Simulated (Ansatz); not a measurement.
**C₂H₈BNS: a ladder of functionals and wavefunction methods**

An exercise on one series of results from a longer session: the logs are not shown, and one member is left open.

Program: Ansatz 0.2.0, Gaussian basis. Level of theory: functionals in def2-TZVPP, the program's frozen cores in correlated methods. These are calculated values, not measurements.

Levels to be run: LDA (SPW92), PBE-D4, revPBE-D4, BLYP-D4, r2SCAN-D4, B97M-V, PBE0-D4, B3LYP-D4, r2SCANh-D4, r2SCAN0-D4, HSE06-D4, BHLYP-D4, CAM-B3LYP-D4, LC-ωPBE, ωB97X-V, ωB97M-V, B2PLYP, PBE-QIDH; CCSD(T)/def2-SVP; CCSD(T)/def2-TZVPP; MP2/def2-QZVPP; extrapolation to the limit; RPA on PBE.

### The relaxed structure

All runs share one geometry, relaxed beforehand with PBE0-D4 in a triple-zeta def2 set.

SMILES `CCB(N)S`, 13 atoms, charge 0, spin multiplicity 1.

Atoms are counted from 1 here; the program's logs count them from 0.

Bond lengths: C1–C2 1.524 Å, C1–H6 1.092 Å, C1–H7 1.094 Å, C1–H8 1.094 Å, C2–B3 1.577 Å, C2–H9 1.097 Å, C2–H10 1.097 Å, B3–N4 1.396 Å, B3–S5 1.831 Å, N4–H11 1.005 Å, N4–H12 1.005 Å, S5–H13 1.341 Å. Angles: C2–C1–H6 111.8°, C2–C1–H7 111.5°, C2–C1–H8 111.5°, H6–C1–H7 107.1°, H6–C1–H8 107.1°, H7–C1–H8 107.7°, C1–C2–B3 115.9°, C1–C2–H9 109.8°, C1–C2–H10 109.8°, B3–C2–H9 108.1°, B3–C2–H10 108.0°, H9–C2–H10 104.6°, C2–B3–N4 121.8°, C2–B3–S5 121.0°, N4–B3–S5 117.1°, B3–N4–H11 121.9°, B3–N4–H12 124.2°, H11–N4–H12 113.9° and more.

Coordinates:

| atom | x (Å) | y (Å) | z (Å) |
| --- | --- | --- | --- |
| C1 | -1.42405 | -0.82263 | 0.09881 |
| C2 | -0.46149 | 0.04641 | -0.70090 |
| B3 | 0.87088 | 0.45672 | 0.03694 |
| N4 | 1.14817 | 0.04269 | 1.34137 |
| S5 | 2.12474 | 1.50284 | -0.79158 |
| H6 | -2.32175 | -1.06693 | -0.47385 |
| H7 | -0.96127 | -1.77036 | 0.38965 |
| H8 | -1.75342 | -0.31950 | 1.01275 |
| H9 | -0.96909 | 0.96435 | -1.02225 |
| H10 | -0.19020 | -0.46187 | -1.63453 |
| H11 | 0.50994 | -0.53249 | 1.86289 |
| H12 | 1.98415 | 0.28244 | 1.84498 |
| H13 | 1.46380 | 1.64362 | -1.94948 |

Set-up of the first run:

in.yaml

```yaml
crystal:
  periodic: [false, false, false]
  atoms:
    - {symbol: C, position_ang: [-1.424051, -0.822631, 0.098811]}
    - {symbol: C, position_ang: [-0.461488, 0.046415, -0.700900]}
    - {symbol: B, position_ang: [0.870879, 0.456723, 0.036937]}
    - {symbol: N, position_ang: [1.148167, 0.042694, 1.341366]}
    - {symbol: S, position_ang: [2.124741, 1.502843, -0.791584]}
    - {symbol: H, position_ang: [-2.321748, -1.066935, -0.473846]}
    - {symbol: H, position_ang: [-0.961272, -1.770361, 0.389652]}
    - {symbol: H, position_ang: [-1.753424, -0.319499, 1.012749]}
    - {symbol: H, position_ang: [-0.969093, 0.964347, -1.022247]}
    - {symbol: H, position_ang: [-0.190202, -0.461870, -1.634526]}
    - {symbol: H, position_ang: [0.509942, -0.532491, 1.862892]}
    - {symbol: H, position_ang: [1.984148, 0.282442, 1.844980]}
    - {symbol: H, position_ang: [1.463799, 1.643624, -1.949481]}
basis:
  gaussian: {orbitals: def2-TZVPP}
hamiltonian: {xc: lda}
output: {orbitals: {seedname: orbitals}}
```

Among the steps run: LDA; PBE-D4 (GGA); revPBE-D4 (GGA); BLYP-D4 (GGA); r2SCAN-D4 (meta-GGA); B97M-V (meta-GGA); PBE0-D4 (hybrid); B3LYP-D4 (hybrid); r2SCANh-D4 (hybrid); r2SCAN0-D4 (hybrid); HSE06-D4 (hybrid); BHLYP-D4 (hybrid); CAM-B3LYP-D4 (range-separated); LC-ωPBE-D4 (range-separated; the results give it without D4); ωB97X-V (range-separated); ωB97M-V (range-separated); B2PLYP (double hybrid); PBE-QIDH (double hybrid).

One of the session's tables, all rows but one given; the rest of the session is left out.

It belongs to the step «Frontier levels by functional». 

```
  functional  HOMO (eV)  LUMO (eV)  gap (eV)
 LDA (SPW92)      -5.90      -0.47      5.43
      PBE-D4      -5.77      -0.31      5.46
   revPBE-D4      -5.71      -0.22      5.50
     BLYP-D4      -5.61      -0.29      5.32
   r2SCAN-D4      -6.04       0.21      6.25
      B97M-V          ?          ?         ?
     PBE0-D4      -7.00       0.55      7.54
    B3LYP-D4      -6.75       0.23      6.97
  r2SCANh-D4      -6.50       0.50      7.00
  r2SCAN0-D4      -7.18       0.91      8.09
    HSE06-D4      -6.59       0.18      6.77
    BHLYP-D4      -8.08       1.20      9.29
CAM-B3LYP-D4      -8.32       1.35      9.67
     LC-ωPBE      -9.73       2.64     12.37
     ωB97X-V      -9.36       2.42     11.78
     ωB97M-V      -9.20       1.99     11.20
```

Q: Estimate the row for B97M-V from the others.

As computed: HOMO (eV): -6.12; LUMO (eV): -0.14; gap (eV): 5.98. In the column «HOMO (eV)» it lies between r2SCANh-D4 (-6.50) and r2SCAN-D4 (-6.04).
